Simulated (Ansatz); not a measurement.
# Na (hcp type): how the settings move a single-point run

Question: which choices in the input matter for Na (hcp type)?

Program: Ansatz 0.2.0. Level of theory: reference: DFT, PBEsol, PAW with Ansatz's default frozen-core files, scalar-relativistic. These are calculated values, not measurements.

2 further runs of the same task are left out: 2 that didn't finish. Runs told in other sessions of the task aren't counted.

## 1. The system as given

The structure is hexagonal, space group P6_3/mmc (No. 194). The conventional cell has a = 3.054 Å, b = 3.054 Å, c = 4.960 Å, α = 90.00°, β = 90.00°, γ = 120.00°. Na (site symmetry -6m2) is surrounded by 12 Na at 3.04 to 3.05 Å.

As a file:

```
CELL_PARAMETERS angstrom
3.05406 0.00000 0.00000
-1.52703 2.64490 0.00000
0.00000 0.00000 4.96008
ATOMIC_POSITIONS crystal
Na 0.33333 0.66667 0.25000
Na 0.66667 0.33333 0.75000
```

## 2. The reference run

Contents of input.yaml:

```yaml
crystal:
  lattice:
    - [3.0540628051, 0.0, 0.0]
    - [-1.5270314026, 2.644895974, 0.0]
    - [0.0, 0.0, 4.9600822028]
  atoms:
    - { symbol: Na, position: [0.3333333333, 0.6666666667, 0.25] }
    - { symbol: Na, position: [0.6666666667, 0.3333333333, 0.75] }
kpoints:
  mp_grid: { grid: [12, 12, 7] }
  band_path:
    path:
      - [0.0, 0.0, 0.0]
      - [0.5, 0.0, 0.0]
      - [0.3333333333, 0.3333333333, 0.0]
      - [0.0, 0.0, 0.0]
      - [0.0, 0.0, 0.5]
      - [0.5, 0.0, 0.5]
      - [0.3333333333, 0.3333333333, 0.5]
      - [0.0, 0.0, 0.5]
      - [0.5, 0.0, 0.5]
    npoints: 8
scf:
  occupations: { method: fermi_dirac, width: 0.08 }
hamiltonian:
  xc: pbesol
  pseudopotentials: { kind: paw }
output:
  forces: true
  stress: true
  eigenvalues: true
  populations: true
  dos: { projected: true, de: 0.2, e_range: [-14, 8] }
  write_density: true
  write_potential: true
  elf: true
  volumetric_format: npy
```

Started as:

```
$ ansatz run input.yaml --threads 1 --pin off --max-ram 2048MiB --backend cpu --events-out ev --progress --plain --runs-dir out
```

## 3. Changing settings: eigensolver.kind davidson, dispersion d4, basis.precision f64

Changes to input.yaml since step 2:

```diff
@@ -24,2 +24,3 @@
   occupations: { method: fermi_dirac, width: 0.08 }
+  eigensolver: { kind: davidson }
 hamiltonian:
@@ -27,2 +28,3 @@
   pseudopotentials: { kind: paw }
+  dispersion: d4
 output:
@@ -32,6 +34,3 @@
   populations: true
-  dos: { projected: true, de: 0.2, e_range: [-14, 8] }
-  write_density: true
-  write_potential: true
-  elf: true
-  volumetric_format: npy
+basis:
+  precision: f64
```

**Question.** What will these runs give? Wanted: for each run, ending; energy change; pressure; gap; force.

As calculated:

```
                                                             run     ending                                    energy change  pressure (GPa)  gap (eV)  force (eV/Å)  cycles   time
                                                       reference  converged                                                0            14.2      0.00          0.00       6  3.5 s
1: eigensolver.kind davidson, dispersion d4, basis.precision f64  converged  -14.8 meV/atom (offset of the dispersion model)            14.1      0.00          0.00       6  3.7 s
```

Times don't compare one to one where runs were asked for different outputs or read a saved state (see the inputs); cycles may leave out searches for a lower state.

Residual by cycle in the longest SCF loop of each run; runs are numbered as in the table. The quantity is the density residual dr2, in eV.

```
cycle  reference    run 1
    1    0.00206  0.00224
    2     3.0e-4   2.5e-4
    3     9.7e-6   1.3e-5
    4     7.3e-7   2.2e-8
    5     7.9e-9  2.6e-10
    6    6.3e-11  1.3e-12
```

What this shows: The energy moves by -14.8 meV/atom, nearly all of it the dispersion term itself (-14.8 meV/atom); that offset belongs to the model and is no gain or loss of stability. The structure is not at rest: the sound run finds 14 GPa, so these are no properties of the relaxed crystal. 
